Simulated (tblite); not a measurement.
# GFN2-xTB (tblite) on GaN: a test of settings

Which settings matter? One reference run, then one change at a time; some changes are unwise on purpose.

Program: tblite 0.8.0. Level of theory: GFN2-xTB (tblite), atoms fixed, no spin polarisation. These are calculated values, not measurements.

## 1. Starting point

The structure is cubic, space group F-43m (No. 216). The conventional cell has a = 4.498 Å, b = 4.498 Å, c = 4.498 Å, α = 90.00°, β = 90.00°, γ = 90.00°. Ga (site symmetry -43m) is surrounded by 4 N at 1.95 Å. N (site symmetry -43m) has 4 Ga at 1.95 Å as nearest neighbours.

Coordinates:

```cif
data_structure
_symmetry_space_group_name_H-M 'P 1'
_symmetry_Int_Tables_number 1
_cell_length_a 3.1805
_cell_length_b 3.1805
_cell_length_c 3.1805
_cell_angle_alpha 60.000
_cell_angle_beta 60.000
_cell_angle_gamma 60.000
_cell_volume 22.75
loop_
_atom_site_label
_atom_site_type_symbol
_atom_site_fract_x
_atom_site_fract_y
_atom_site_fract_z
_atom_site_occupancy
Ga1 Ga 0.00000 0.00000 0.00000 1
N1 N 0.75000 0.75000 0.75000 1
```

The structure type (database structure) is imposed and need not be the compound's stable one.

## 2. The reference run

run.py reads:

```python
import json
from ase import Atoms
from ase.build import make_supercell
from ase.units import Bohr, GPa, Hartree
from tblite.interface import Calculator

atoms = Atoms(['Ga', 'N'],
              cell=[[0.0, 2.248953, 2.248953], [2.248953, 0.0, 2.248953], [2.248953, 2.248953, 0.0]],
              scaled_positions=[[0.0, -0.0, -0.0], [0.75, 0.75, 0.75]],
              pbc=True)
cluster = make_supercell(atoms, [[-2, 2, 2], [-2, -2, 2], [2, -2, 2]])
calc = Calculator('GFN2-xTB', cluster.numbers, cluster.positions / Bohr, lattice=cluster.cell[:] / Bohr, periodic=cluster.pbc)
calc.set('temperature', 0.02 / Hartree)
calc.set('max-iter', 150)
res = calc.singlepoint()
levels = res.get('orbital-energies') * Hartree
nv = round(res.get('orbital-occupations').sum() / 2)
cells = len(cluster) // len(atoms)
out = {'energy_per_cell': res.get('energy') * Hartree / cells, 'homo': levels[nv - 1], 'lumo': levels[nv],
       'stress': (-res.get('virial') * Hartree / cluster.get_volume() / GPa).tolist(), 'charges': res.get('charges')[:len(atoms)].tolist(), 'electrons': 2 * nv / cells}
json.dump(out, open('results.json', 'w'))
for key, value in out.items():
    print(key, value)
```

Launch:

```console
$ python run.py
```

Standard output:

```text
------------------------------------------------------------
  cycle        total energy    energy error   density error
------------------------------------------------------------
      1     -124.7856670675  -1.2534845E+02   3.7718134E-01
      2     -126.4112498610  -1.6255828E+00   1.8486126E-01
      3     -128.2294567292  -1.8182069E+00   1.8726974E-01
      4     -134.0864791654  -5.8570224E+00   5.6022056E-02
      5     -133.8420048126   2.4447435E-01   5.1179130E-02
      6     -134.4250939753  -5.8308916E-01   4.9066811E-03
      7     -134.4251781264  -8.4151088E-05   4.9180764E-03
      8     -134.4270322073  -1.8540810E-03   3.9478060E-03
      9     -134.4302978802  -3.2656729E-03   5.3969653E-04
     10     -134.4303235770  -2.5696747E-05   2.1515034E-05
     11     -134.4303236235  -4.6541004E-08   2.1769543E-06
------------------------------------------------------------

 total:                                   5.674 sec
energy_per_cell -114.31360717188356
homo -11.574427795703384
lumo -9.646895616038488
stress [[-4.876032117090829, -5.495141182459943e-07, 5.495155642126333e-07], [-5.495141177394212e-07, -4.876032117089683, 5.495179319284523e-07], [5.495155640716038e-07, 5.495179318623211e-07, -4.876032117091372]]
charges [0.33704827044379376, -0.3370411292427393]
electrons 8.0
```

Run time: 6.2 s. Hardware: 1 thread of Arm Neoverse V2, shared host; peak memory 0.12 GiB.

Gap 1.93 eV; pressure -4.9 GPa. The 64 atoms of the cluster fold only a few k-points onto the zone centre, so gap and energy may not be converged in the cluster's size.

## 3. Change: accuracy = 0.01

run.py: that of step 2 with these lines changed.

```diff
@@ -14,2 +14,3 @@
 calc.set('max-iter', 150)
+calc.set('accuracy', 0.01)
 res = calc.singlepoint()
```

Launch:

```console
$ python run.py
```

Standard output:

```text
------------------------------------------------------------
  cycle        total energy    energy error   density error
------------------------------------------------------------
      1     -124.7856670675  -1.2534845E+02   3.7718134E-01
      2     -126.4112498610  -1.6255828E+00   1.8486126E-01
      3     -128.2294567292  -1.8182069E+00   1.8726974E-01
      4     -134.0864791654  -5.8570224E+00   5.6022056E-02
      5     -133.8420048126   2.4447435E-01   5.1179130E-02
      6     -134.4250939753  -5.8308916E-01   4.9066811E-03
      7     -134.4251781264  -8.4151088E-05   4.9180764E-03
      8     -134.4270322073  -1.8540810E-03   3.9478060E-03
      9     -134.4302978802  -3.2656729E-03   5.3969653E-04
     10     -134.4303235770  -2.5696747E-05   2.1515034E-05
     11     -134.4303236235  -4.6541004E-08   2.1769543E-06
     12     -134.4303236237  -1.8877699E-10   1.2022156E-06
     13     -134.4303236233   3.6629899E-10   2.1291753E-06
     14     -134.4303236235  -1.9039703E-10   1.5223722E-06
     15     -134.4303236237  -1.8289370E-10   3.4859691E-07
     16     -134.4303236237  -5.2295945E-12   1.6081801E-07
------------------------------------------------------------

 total:                                   5.846 sec
energy_per_cell -114.31360717205452
homo -11.574430697832545
lumo -9.646891208161572
stress [[-4.876147342463825, -5.454330939881107e-07, 5.45462447554273e-07], [-5.454330937997791e-07, -4.876147342463449, 5.455383830333479e-07], [5.45462447374256e-07, 5.455383827919492e-07, -4.87614734246281]]
charges [0.3370546141097536, -0.33704601613411]
electrons 8.0
```

Wall time 6.4 s (1 thread of Arm Neoverse V2, shared host); peak memory 0.12 GiB.

Against the reference run the gap moves by 0.00 eV and the energy by 0.0 meV/atom.

## 4. Change: mixer-damping = 0.7

run.py: that of step 3 with these lines changed.

```diff
@@ -14,3 +14,3 @@
 calc.set('max-iter', 150)
-calc.set('accuracy', 0.01)
+calc.set('mixer-damping', 0.7)
 res = calc.singlepoint()
```

Launch:

```console
$ python run.py
```

Standard output:

```text
------------------------------------------------------------
  cycle        total energy    energy error   density error
------------------------------------------------------------
      1     -124.7856670675  -1.2534845E+02   3.7718134E-01
      2     -83.28202692898   4.1503640E+01   5.4726597E-01
      3     -112.8910307040  -2.9609004E+01   3.2241207E-01
      4     -132.1929278459  -1.9301897E+01   1.1255521E-01
      5     -132.7571732839  -5.6424544E-01   9.2984635E-02
      6     -134.3796981023  -1.6225248E+00   1.6798823E-02
      7     -134.4198283761  -4.0130274E-02   8.2411946E-03
      8     -134.4299436956  -1.0115320E-02   1.3367403E-03
      9     -134.4303215478  -3.7785213E-04   1.4559440E-04
     10     -134.4303211797   3.6800944E-07   1.1521067E-04
     11     -134.4303220487  -8.6891143E-07   8.5127209E-05
     12     -134.4303233122  -1.2635427E-06   3.7834008E-05
     13     -134.4303236184  -3.0616974E-07   5.0319408E-06
------------------------------------------------------------

 total:                                   5.771 sec
energy_per_cell -114.3136071674989
homo -11.574450186215772
lumo -9.64690695431155
stress [[-4.876349541310375, -5.83283972490321e-07, 5.83291695457995e-07], [-5.832839717202088e-07, -4.876349541310033, 5.833014552250526e-07], [5.832916951057495e-07, 5.83301454978419e-07, -4.8763495413103985]]
charges [0.3370397442690572, -0.33703577152041975]
electrons 8.0
```

Run time: 6.3 s. Hardware: 1 thread of Arm Neoverse V2, shared host; peak memory 0.12 GiB.

Against the reference run the gap moves by 0.00 eV and the energy by 0.0 meV/atom.

## 5. Change: method = IPEA1-xTB

run.py: that of step 4 with these lines changed.

```diff
@@ -11,6 +11,5 @@
 cluster = make_supercell(atoms, [[-2, 2, 2], [-2, -2, 2], [2, -2, 2]])
-calc = Calculator('GFN2-xTB', cluster.numbers, cluster.positions / Bohr, lattice=cluster.cell[:] / Bohr, periodic=cluster.pbc)
+calc = Calculator('IPEA1-xTB', cluster.numbers, cluster.positions / Bohr, lattice=cluster.cell[:] / Bohr, periodic=cluster.pbc)
 calc.set('temperature', 0.02 / Hartree)
 calc.set('max-iter', 150)
-calc.set('mixer-damping', 0.7)
 res = calc.singlepoint()
```

Launch:

```console
$ python run.py
```

Standard output:

```text
[... start of the log left out ...]
------------------------------------------------------------
  cycle        total energy    energy error   density error
------------------------------------------------------------
      1     0.5723374208050   0.0000000E+00             NaN
------------------------------------------------------------

tblite.exceptions.TBLiteRuntimeError: (sygvd) failed to solve eigenvalue problem. info=44
```

Wall time 2 s (1 thread of Arm Neoverse V2, shared host); peak memory 0.11 GiB.

The program failed.

## 6. Change: max-iter = 2

run.py: that of step 5 with these lines changed.

```diff
@@ -11,5 +11,5 @@
 cluster = make_supercell(atoms, [[-2, 2, 2], [-2, -2, 2], [2, -2, 2]])
-calc = Calculator('IPEA1-xTB', cluster.numbers, cluster.positions / Bohr, lattice=cluster.cell[:] / Bohr, periodic=cluster.pbc)
+calc = Calculator('GFN2-xTB', cluster.numbers, cluster.positions / Bohr, lattice=cluster.cell[:] / Bohr, periodic=cluster.pbc)
 calc.set('temperature', 0.02 / Hartree)
-calc.set('max-iter', 150)
+calc.set('max-iter', 2)
 res = calc.singlepoint()
```

Launch:

```console
$ python run.py
```

Standard output:

```text
[... start of the log left out ...]
------------------------------------------------------------
  cycle        total energy    energy error   density error
------------------------------------------------------------
      1     -124.7856670675  -1.2534845E+02   3.7718134E-01
      2     -126.4112498610  -1.6255828E+00   1.8486126E-01
------------------------------------------------------------

 total:                                   5.308 sec
tblite.exceptions.TBLiteRuntimeError: SCF not converged in 2 cycles
```

It took 5.9 s on 1 thread of Arm Neoverse V2, shared host; peak memory 0.12 GiB.

The run did not converge.

## 7. Change: cluster = 1x1x1

run.py: that of step 6 with these lines changed.

```diff
@@ -10,6 +10,6 @@
               pbc=True)
-cluster = make_supercell(atoms, [[-2, 2, 2], [-2, -2, 2], [2, -2, 2]])
+cluster = make_supercell(atoms, [[-1, 1, 1], [-1, -1, 1], [1, -1, 1]])
 calc = Calculator('GFN2-xTB', cluster.numbers, cluster.positions / Bohr, lattice=cluster.cell[:] / Bohr, periodic=cluster.pbc)
 calc.set('temperature', 0.02 / Hartree)
-calc.set('max-iter', 2)
+calc.set('max-iter', 150)
 res = calc.singlepoint()
```

Launch:

```console
$ python run.py
```

Standard output:

```text
------------------------------------------------------------
  cycle        total energy    energy error   density error
------------------------------------------------------------
      1     -15.30464408790  -1.5374992E+01   3.9836492E-01
      2     -15.79579017474  -4.9114609E-01   1.8418797E-01
      3     -16.22535800888  -4.2956783E-01   1.5210404E-01
      4     -16.64668952124  -4.2133151E-01   3.6613008E-02
      5     -16.63766237562   9.0271456E-03   3.0706148E-02
      6     -16.65662343015  -1.8961055E-02   9.1305127E-03
      7     -16.65756634337  -9.4291323E-04   7.4999126E-04
      8     -16.65757228637  -5.9429932E-06   3.1098070E-04
      9     -16.65757464236  -2.3559971E-06   8.8794523E-05
     10     -16.65757484363  -2.0126516E-07   1.9563417E-05
------------------------------------------------------------

 total:                                   0.805 sec
energy_per_cell -113.3189248249386
homo -11.190309028813589
lumo -9.562816148801796
stress [[7.025904611193017, -1.6048150777876344e-06, 1.6048143623286065e-06], [-1.604815079056949e-06, 7.025904611192747, 1.6048152278677674e-06], [1.6048143621097745e-06, 1.6048152296815269e-06, 7.025904611192997]]
charges [0.3894487350177403, -0.38944402194596783]
electrons 8.0
```

It took 1.4 s on 1 thread of Arm Neoverse V2, shared host; peak memory 0.091 GiB.

Against the reference run the gap moves by -0.30 eV and the energy by +497.3 meV/atom. One cell at the zone centre alone can't describe the crystal.

## 8. Results

| change | ends | gap (eV) | energy (meV/atom) | pressure (GPa) | time |
| --- | --- | --- | --- | --- | --- |
| none | converged | 1.93 | 0 | -4.9 | 6.2 s |
| accuracy = 0.01 | converged | 0.00 | 0.0 | 0.0 | 6.4 s |
| mixer-damping = 0.7 | converged | 0.00 | 0.0 | 0.0 | 6.3 s |
| method = IPEA1-xTB | crashed | – | – | – | 2 s |
| max-iter = 2 | not converged | – | – | – | 5.9 s |
| cluster = 1x1x1 | converged | -0.30 | +497.3 | +11.9 | 1.4 s |

The first row holds values, the others changes from it. Keys are the program's: temperature in eV (tblite) or K (CP2K), cutoffs in Ry, CUTOFP in Å. Among the numerical settings, cluster = 1x1x1 moves the energy most (+497.3 meV/atom). 2 of the 5 changes gave no result. The changed runs test settings; they are no properties of the crystal.
